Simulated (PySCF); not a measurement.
# GeH9NO5Si2: the cost of one run

Programs: PySCF 2.14.0. All values are calculated, for the isolated system unless a continuum is named. Atoms count from 0, parts from 1.

## (1) The system as given

Each species was relaxed by itself at GFN2-xTB.

## (2) Energies of the species: PBE0-D3(BJ)/def2-SVP

Job settings and geometry (Å):

```
{"job": {"kind": "react", "xc": "PBE0", "basis": "def2-SVP", "disp": "d3bj"}, "charge": 0, "multiplicity": 1}
-1 H7NO2Si2 charge 0 multiplicity 1
N      1.035920     0.094900    -2.134320
Si    -0.507120    -0.088930    -1.399800
O     -0.504560    -0.105280     0.225920
Si    -0.341540     0.377860     1.760450
O      0.405660    -0.774900     2.622070
H      1.438980     1.013040    -2.223810
H      1.759980    -0.576450    -1.935280
H     -0.996850    -1.417120    -1.750180
H     -1.306720     1.049700    -1.834460
H      0.581360     1.496000     1.863160
H     -1.699870     0.618890     2.237640
H      0.134760    -1.687720     2.568600

-1 GeH4O4 charge 0 multiplicity 1
O     -1.090690     0.138790     1.325210
Ge    -0.000900     0.000240    -0.000160
O     -0.227720     1.388150    -0.992990
O     -0.343130    -1.490840    -0.789600
O      1.658740    -0.032480     0.456250
H     -1.185140     1.015000     1.693590
H      0.472420     1.571520    -1.616330
H     -1.267470    -1.721360    -0.859040
H      1.983880    -0.869020     0.783070

+1 GeH9NO5Si2 charge 0 multiplicity 1
O      2.091070     0.814150    -0.409840
Si     2.329610    -0.051310     0.936970
O      0.968230    -0.738650     1.500200
Si    -0.460820    -1.473690     1.448120
N     -1.533260    -0.588950     0.413010
Ge    -1.150100     0.422650    -1.026290
O     -2.641020     0.689000    -1.861970
O     -0.011980    -0.197180    -2.154000
O     -0.496980     1.970510    -0.493930
H      1.410860     1.494440    -0.428050
H      2.766020     0.773990     2.057570
H      3.224900    -1.101190     0.474930
H     -0.236270    -2.834430     0.954680
H     -1.013430    -1.371900     2.797000
H     -2.491830    -0.892770     0.442180
H     -2.562350     0.728170    -2.813470
H      0.904710    -0.133350    -1.873730
H     -1.097370     2.490530     0.036630

+1 H2O charge 0 multiplicity 1
O      0.000200     0.379340    -0.004960
H     -0.772230    -0.189200     0.009260
H      0.772030    -0.190140    -0.004300
```

Method: PBE0-D3(BJ)/def2-SVP reaction energy of separated species, gas phase.

Started as:

```
OMP_NUM_THREADS=1 python cluster_run.py task.json out
```

The driver reads the jobs from task.json and runs them one after another.

Q: Estimate the wall time and peak memory of this first job on 1 thread of Arm Neoverse V2, shared host.

About 26 s, with a peak of 0.74 GiB.
